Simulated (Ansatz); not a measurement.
**CH4In radical (SMILES [CH2][InH2]): single points off equilibrium**

One table from this session's results is given with a row withheld; the runs are named, their logs left out.

The runs use Ansatz 0.2.0, Gaussian basis; single points in def2-TZVPP.

Correlated methods freeze the cores. Filled d shells of the heavier atoms are correlated. Core potentials replace the inner electrons past krypton, and spin-orbit coupling is left out. Orbitals are unrestricted. B3LYP uses VWN-RPA correlation.

## Starting geometry

6 atoms, charge 0, spin multiplicity 2.

Atoms are counted from 1 here; the program's logs count them from 0.

Bond lengths: C1–In2 2.117 Å, C1–H4 1.123 Å, In2–H5 1.812 Å, In2–H6 1.728 Å. Angles: In2–C1–H4 131.6°, C1–In2–H5 128.9°, C1–In2–H6 114.8°, H5–In2–H6 115.0°.

Geometry (Å):

| atom | x (Å) | y (Å) | z (Å) |
| --- | --- | --- | --- |
| C1 | 0.0323 | -1.0966 | -0.0106 |
| In2 | 0.0087 | 1.0195 | -0.0634 |
| H3 | -0.5127 | -2.0291 | 1.1723 |
| H4 | 0.0496 | -1.8630 | -0.8319 |
| H5 | 0.1782 | 2.1241 | -1.4903 |
| H6 | 0.1845 | 1.7835 | 1.4761 |

The first run:

run/in.yaml reads:

```yaml
crystal:
  periodic: [false, false, false]
  atoms:
    - {symbol: C, position_ang: [0.032300, -1.096600, -0.010600]}
    - {symbol: In, position_ang: [0.008700, 1.019500, -0.063400]}
    - {symbol: H, position_ang: [-0.512700, -2.029100, 1.172300]}
    - {symbol: H, position_ang: [0.049600, -1.863000, -0.831900]}
    - {symbol: H, position_ang: [0.178200, 2.124100, -1.490300]}
    - {symbol: H, position_ang: [0.184500, 1.783500, 1.476100]}
basis:
  gaussian: {orbitals: def2-TZVPP}
magnetization: {spin_polarized: true, initial_magnetization: 1}
correlation: {method: ccsd_t}
scf: {omitted_lower_state_checks: [cluster_reference]}
output: {forces: true}
```

The command line of these runs was not kept.

Among the steps run: CCSD(T)/def2-TZVPP; PBE0-D4/def2-TZVPP; wB97M-V/def2-TZVPP; r2SCAN-D4/def2-TZVPP; PBE-D4/def2-TZVPP; BHLYP-D4/def2-TZVPP; B3LYP-D4/def2-TZVPP.

One table of the session follows, with a row left open; its other results are not shown here.

| method | RMS force component (eV/Å) | angle to CCSD(T) forces (°) | dipole (D) |
| --- | --- | --- | --- |
| CCSD(T) | 1.559 | reference | 0.83 |
| PBE0-D4 | 1.625 | 2.0 | 0.84 |
| wB97M-V | 1.653 | 0.8 | 0.84 |
| r2SCAN-D4 | 1.580 | 1.3 | 0.84 |
| PBE-D4 | 1.518 | 4.1 | 0.84 |
| BHLYP-D4 | 1.722 | 2.7 | 0.87 |
| B3LYP-D4 | ? | ? | ? |

Estimate the missing values for B3LYP-D4.

**Answer.** RMS force component (eV/Å): 1.604; angle to CCSD(T) forces (°): 2.3; dipole (D): 0.85. In the column «RMS force component (eV/Å)» it lies between r2SCAN-D4 (1.580) and PBE0-D4 (1.625).

Caveats from the session: The unrestricted reference is spin-contaminated, which hurts MP2 most.
